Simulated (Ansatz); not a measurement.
**C8H16: taking an electron away**

An exercise on one series of results from a longer session: the logs are not shown, and one member is left open.

Computed with Ansatz 0.2.0, Gaussian basis. Level: unrestricted cation, the program's frozen cores in correlated methods.

Levels to be run: UKS PBE-D4/def2-TZVPP; UKS r2SCAN-D4/def2-TZVPP; UKS PBE0-D4/def2-TZVPP; UKS B3LYP-D4/def2-TZVPP; UKS wB97X-V/def2-TZVPP; UKS wB97M-V/def2-TZVPP; UKS B2PLYP/def2-TZVPP; UHF-MP2/def2-TZVPP; UHF-MP2/def2-QZVPP; then −ε(HOMO) from the neutral's earlier runs with LDA (SPW92), PBE-D4, revPBE-D4, BLYP-D4, r2SCAN-D4, B97M-V, PBE0-D4, B3LYP-D4, r2SCANh-D4, r2SCAN0-D4, HSE06-D4, BHLYP-D4, CAM-B3LYP-D4, LC-ωPBE, ωB97X-V, ωB97M-V.

1 further run of the same task is left out (it didn't finish).

**The geometry**

An earlier PBE0-D4 in a triple-zeta def2 set relaxation fixed the geometry.

SMILES `C[C@@H]1CCCC[C@@H]1C`, 24 atoms, charge 0, spin multiplicity 1.

Atoms are counted from 1 here; the program's logs count them from 0.

Bond lengths: C1–C2 1.525 Å, C1–H9 1.092 Å, C1–H10 1.092 Å, C1–H11 1.093 Å, C2–C3 1.530 Å, C2–C7 1.537 Å, C2–H12 1.098 Å, C3–C4 1.523 Å, C3–H13 1.097 Å, C3–H14 1.095 Å, C4–C5 1.522 Å, C4–H15 1.094 Å, C4–H16 1.096 Å, C5–C6 1.522 Å, C5–H17 1.098 Å, C5–H18 1.094 Å, C6–C7 1.526 Å, C6–H19 1.095 Å and more. Angles: C2–C1–H9 112.5°, C2–C1–H10 111.6°, C2–C1–H11 110.2°, H9–C1–H10 107.5°, H9–C1–H11 107.3°, H10–C1–H11 107.4°, C1–C2–C3 111.7°, C1–C2–C7 113.7°, C1–C2–H12 107.0°, C3–C2–C7 109.6°, C3–C2–H12 107.5°, C7–C2–H12 107.0°, C2–C3–C4 112.7°, C2–C3–H13 108.7°, C2–C3–H14 109.8°, C4–C3–H13 108.6°, C4–C3–H14 110.4°, H13–C3–H14 106.5° and more.

The first run:

in.yaml

```yaml
crystal:
  periodic: [false, false, false]
  atoms:
    - {symbol: C, position_ang: [0.622290, -1.081404, -1.526323]}
    - {symbol: C, position_ang: [0.890041, -0.638778, -0.092258]}
    - {symbol: C, position_ang: [0.081157, -1.460249, 0.913243]}
    - {symbol: C, position_ang: [-1.405752, -1.133533, 0.877236]}
    - {symbol: C, position_ang: [-1.641873, 0.353022, 1.101294]}
    - {symbol: C, position_ang: [-0.844919, 1.195300, 0.115617]}
    - {symbol: C, position_ang: [0.643437, 0.859531, 0.148742]}
    - {symbol: C, position_ang: [1.436146, 1.751919, -0.791437]}
    - {symbol: H, position_ang: [-0.403592, -0.878060, -1.841446]}
    - {symbol: H, position_ang: [1.287922, -0.581604, -2.232596]}
    - {symbol: H, position_ang: [0.786548, -2.157549, -1.626792]}
    - {symbol: H, position_ang: [1.953241, -0.824707, 0.107600]}
    - {symbol: H, position_ang: [0.460887, -1.254361, 1.921730]}
    - {symbol: H, position_ang: [0.241231, -2.528331, 0.732774]}
    - {symbol: H, position_ang: [-1.934665, -1.720435, 1.634179]}
    - {symbol: H, position_ang: [-1.829709, -1.428767, -0.089393]}
    - {symbol: H, position_ang: [-1.336053, 0.613668, 2.122647]}
    - {symbol: H, position_ang: [-2.708168, 0.587192, 1.027222]}
    - {symbol: H, position_ang: [-0.980497, 2.260356, 0.331539]}
    - {symbol: H, position_ang: [-1.232299, 1.040875, -0.899096]}
    - {symbol: H, position_ang: [0.992643, 1.062136, 1.171588]}
    - {symbol: H, position_ang: [1.071539, 1.675373, -1.819257]}
    - {symbol: H, position_ang: [1.352760, 2.800452, -0.493756]}
    - {symbol: H, position_ang: [2.497687, 1.487957, -0.793054]}
basis:
  gaussian: {orbitals: def2-TZVPP}
total_charge: 1
magnetization: {spin_polarized: true, initial_magnetization: 1}
hamiltonian: {xc: pbe, dispersion: d4}
```

Started as:

```bash
> ansatz run in.yaml --threads 4 --pin off --events-out ev --progress --plain --max-ram 66560MiB --backend cuda --devices 0, --max-vram 37GiB
```

Among the steps run: Cation, UKS PBE-D4/def2-TZVPP; Cation, UKS r2SCAN-D4/def2-TZVPP; Cation, UKS PBE0-D4/def2-TZVPP; Cation, UKS B3LYP-D4/def2-TZVPP; Cation, UKS wB97X-V/def2-TZVPP; Cation, UKS wB97M-V/def2-TZVPP; Cation, UKS B2PLYP (frozen core)/def2-TZVPP; Cation, UHF-MP2/def2-TZVPP; Cation, UHF-MP2/def2-QZVPP.

One table of the session follows, with a row left open; its other results are not shown here.

For comparison, −ε(HOMO) of the neutral from earlier runs:

| functional | −ε(HOMO) (eV) |
| --- | --- |
| LDA (SPW92) | 6.85 |
| PBE-D4 | 6.78 |
| revPBE-D4 | 6.74 |
| BLYP-D4 | 6.71 |
| r2SCAN-D4 | 7.02 |
| B97M-V | 7.19 |
| PBE0-D4 | 8.08 |
| B3LYP-D4 | 7.91 |
| r2SCANh-D4 | 7.51 |
| r2SCAN0-D4 | 8.24 |
| HSE06-D4 | ? |
| BHLYP-D4 | 9.36 |
| CAM-B3LYP-D4 | 9.48 |
| LC-ωPBE | 10.77 |
| ωB97X-V | 10.46 |
| ωB97M-V | 10.35 |

Q: Estimate the row for HSE06-D4 from the others.

As computed: −ε(HOMO) (eV): 7.68. In the column «−ε(HOMO) (eV)» it lies between r2SCANh-D4 (7.51) and B3LYP-D4 (7.91).
